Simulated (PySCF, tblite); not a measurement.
# C6H11O radical: geometry, infrared bands and EPR parameters

Aim: predict the infrared bands and EPR parameters of C6H11O radical (`C=[C]C[C@H](O)CC`).

Programs: tblite 0.8.0 and PySCF 2.14.0, with density-fitted response routines of our own. Each step states its level of theory. These are calculated values for one molecule in the gas phase, unless marked as measured. Atoms are numbered from 0 throughout.

**1. The molecule as given**

18 atoms, charge 0, multiplicity 2; geometry from: force field or distance geometry start.

Bonds of the start (Å): C0–C1 1.31, C1–C2 1.47, C2–C3 1.54, C3–O4 1.45, C3–C5 1.54, C5–C6 1.52, C0–H7 1.08, C0–H8 1.08, C2–H9 1.10, C2–H10 1.09, C3–H11 1.10, O4–H12 0.97, C5–H13 1.09, C5–H14 1.09, C6–H15 1.11, C6–H16 1.10, C6–H17 1.10.

**2. Optimising the geometry with GFN2-xTB**

The job: settings as JSON, then the geometry in Å.

```
{"job": {"kind": "relax", "xc": "GFN2-xTB", "basis": "xTB"}, "charge": 0, "multiplicity": 2}
C      2.878600    -0.327600    -0.851600
C      1.932300     0.442000    -0.374300
C      0.893700     1.307700     0.193100
C     -0.387400     0.554600     0.589300
O     -0.107200    -0.347900     1.685900
C     -1.041800    -0.220100    -0.563800
C     -2.377500    -0.821600    -0.170100
H      2.721700    -0.865500    -1.770900
H      3.834600    -0.414500    -0.351600
H      0.624200     2.080500    -0.542200
H      1.288500     1.820100     1.069200
H     -1.108900     1.277100     0.985300
H      0.580700    -0.958100     1.382000
H     -1.182600     0.451700    -1.416700
H     -0.389400    -1.029200    -0.888500
H     -2.266900    -1.550000     0.656600
H     -3.075700    -0.045100     0.165000
H     -2.825500    -1.347800    -1.021600
```

Launch:

```sh
OMP_NUM_THREADS=1 python probes_run.py task.json out
```

The driver reads the jobs from task.json and runs them one after another.

**Question.** This job is followed by: GFN2-xTB harmonic vibrations, gas phase; UKS B3LYP, pcH-1 on C H O, non-relativistic, mean-field spin-orbit, GIAO. Predict these results of the whole session: strongest single infrared mode (GFN2-xTB); zero-point energy (GFN2-xTB); g(iso) (B3LYP); ⟨S²⟩; largest a(iso) (averaged by class); potential on the surface of density 0.002 e/bohr³, 1st and 99th percentile.

**Answer**, as computed:

| quantity | value |
| --- | --- |
| strongest single infrared mode (GFN2-xTB) | 1353 cm⁻¹, 88 km/mol |
| zero-point energy (GFN2-xTB) | 95.2 kcal/mol |
| g(iso) (B3LYP) | 2.00221 |
| ⟨S²⟩ | 0.758 (exact 0.75) |
| largest a(iso) (averaged by class) | 13C on C1, 269.9 MHz |
| potential on the surface of density 0.002 e/bohr³, 1st and 99th percentile | -1.58 V and 1.41 V |

The optimisation took 100 steps and gained 0.243 eV; among the close pairs (by a distance rule), C3–O4 changed most, from 1.448 to 1.408 Å. The lowest mode is slightly imaginary (5i cm⁻¹), a soft motion within the noise of the Hessian, so the minimum is not strictly shown. The strongest single mode, at 1353 cm⁻¹, moves mainly H11 and H12. Unscaled tight-binding wavenumbers are off by several per cent, some by more. Its intensities can rank the bands wrongly. Most of the unpaired spin sits on C1 (0.97 e). The isotropic g lies 0.1 ppt below the free-electron value. These values are for one conformer; the search (at its own cheap level) found 2 more, at 0.66, 2.86 kcal/mol, and measured spectra average over such forms.
